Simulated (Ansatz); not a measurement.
# Hf: the cost of one run

Program: Ansatz 0.2.0. Level of theory: DFT r2SCAN, scalar-relativistic, plane waves, PAW. These are calculated values, not measurements.

## (1) Starting point

It takes space group Fm-3m (No. 225, cubic). The conventional cell has a = 4.440 Å, b = 4.440 Å, c = 4.440 Å, α = 90.00°, β = 90.00°, γ = 90.00°. Hf (site symmetry m-3m) is surrounded by 12 Hf at 3.14 Å.

Structure file:

```xyz
1
Lattice="0.0000 2.2200 2.2200 2.2200 0.0000 2.2200 2.2200 2.2200 0.0000" Properties=species:S:1:pos:R:3 pbc="T T T"
Hf    0.0000    0.0000    0.0000
```

The cell is taken as given, not relaxed at this level.

## (2) The reference cell

Reference values: F = -15732.9801 eV; pressure 2.71 GPa; largest force 0.000 eV/Å; gap on the mesh none (metal). It was computed beforehand with the settings of the runs below.

## (3) Setting up a tetragonal deformation path

At fixed volume and fractional coordinates, lengths along (0.000, 0.000, 1.000) are scaled against those across it; ρ is that ratio over its starting value.

## (4) ρ = 0.707

input.yaml

```yaml
crystal:
  lattice:
    - [0.0, 2.4919911933, 1.7618377736]
    - [2.4919911933, 0.0, 1.7618377736]
    - [2.4919911933, 2.4919911933, 0.0]
  atoms:
    - { symbol: Hf, position: [0.0, 0.0, 0.0] }
basis:
  ecutwfc: 500
kpoints:
  mp_grid: { grid: [20, 20, 20] }
hamiltonian:
  xc: r2scan
scf:
  occupations: { method: gaussian, width: 0.15 }
output:
  forces: true
  stress: true
  eigenvalues: true
```

Launch:

```sh
> ansatz run input.yaml --threads 1 --pin off --max-ram 2560MiB --backend cpu --events-out ev --progress --plain --runs-dir out
```

What time and memory should one allow on 1 thread of Arm Neoverse V1, shared host?

About 30 s, with a peak of 0.58 GiB.
